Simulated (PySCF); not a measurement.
# TeP: from the state search to spectroscopic constants

What are the lowest state that PBE0 finds, the bond length, vibrational wavenumber and bond energy of TeP, and how much do these hang on the method?

Computed with PySCF 2.14.0. Level: Te x2c-SVPall, P x2c-SVPall, spin-free X2C with a Gaussian nucleus.

## 1. Input

A driver script around PySCF takes these settings:

| Item | Value |
| --- | --- |
| atoms | Te, P |
| charge | 0 |
| basis | Te x2c-SVPall, P x2c-SVPall |
| Hamiltonian | spin-free X2C with a Gaussian nucleus |
| basis functions | 54 |
| electrons treated | 67 |
| masses in u | 129.9062, 30.9738 |
| levels | PBE0, PBE, r²SCAN, PW91, revPBE, PBEsol, HSE06, HF, MP2, SCS-MP2, CCSD, CCSD(T) |
| grid | 80 radial by 434 angular points |
| occupations | held fixed by the projection of orbital angular momentum |
| dissociation limit | Te + P, each in its ground configuration |
| starting distance in angstrom | 2.385 |
| values of 2S to try | 1, 3, 5 |

Command:

```console
OMP_NUM_THREADS=1 python dia.py task.json out
```

Further steps of the session: PBE0 along the bond; Excited determinants; PBE (GGA); r²SCAN (meta-GGA); PW91 (GGA); revPBE (GGA); PBEsol (GGA); HSE06; UHF (mean field); Adding correlation.

Before running it: what results should come out? Wanted: for each run, Re; ωe; De; μ.

**Answer**, as computed:

Lowest PBE0 solution found, without spin–orbit coupling: ²Π (doublet), unpaired electrons π ↑. State 2 has its PBE0 minimum 1.22 eV higher. State 3 has its PBE0 minimum 1.59 eV higher, as a spin-mixed determinant (⟨S²⟩ = 1.76), so this is no gap between pure states. The other levels ran on the lowest alone.

```tsv
level	Re (Å)	ωe (cm⁻¹)	De (eV)	μ (D)
UHF-CCSD	2.268	469	2.06	n/a
UHF-CCSD(T)	2.286	446	2.35	n/a
PBE	2.271	466	3.51	-0.67
PBEsol	2.259	476	3.80	-0.65
revPBE	2.277	462	3.25	-0.70
PW91	2.271	466	3.54	-0.65
r²SCAN	2.256	478	3.03	-0.63
PBE0	2.242	489	3.03	-0.57
HSE06	2.246	487	3.08	-0.56
```

De is counted to Te + P in their ground configurations. A positive dipole means Te(−)P(+). No constants: UHF (the points don't follow one smooth fit); UHF-MP2 (the points don't follow one smooth fit); UHF-SCS-MP2 (the points don't follow one smooth fit).

**Reading.** Bond lengths run from 2.242 Å (PBE0) to 2.286 Å (UHF-CCSD(T)). Of the levels with a De here, UHF-CCSD gives the least (2.06 eV) and PBEsol the most (3.80 eV).

Correlated steps freeze 23 core orbitals. Spin–orbit coupling is left out, which matters for elements this heavy, above all for dissociation energies. T1 is 0.027 near the minimum (highest on the curve 0.061), which may point to more than one leading configuration. At some levels the lowest empty orbital lies below the highest filled one (the two can be of opposite spin). With spin–orbit coupling the term label itself may not hold.
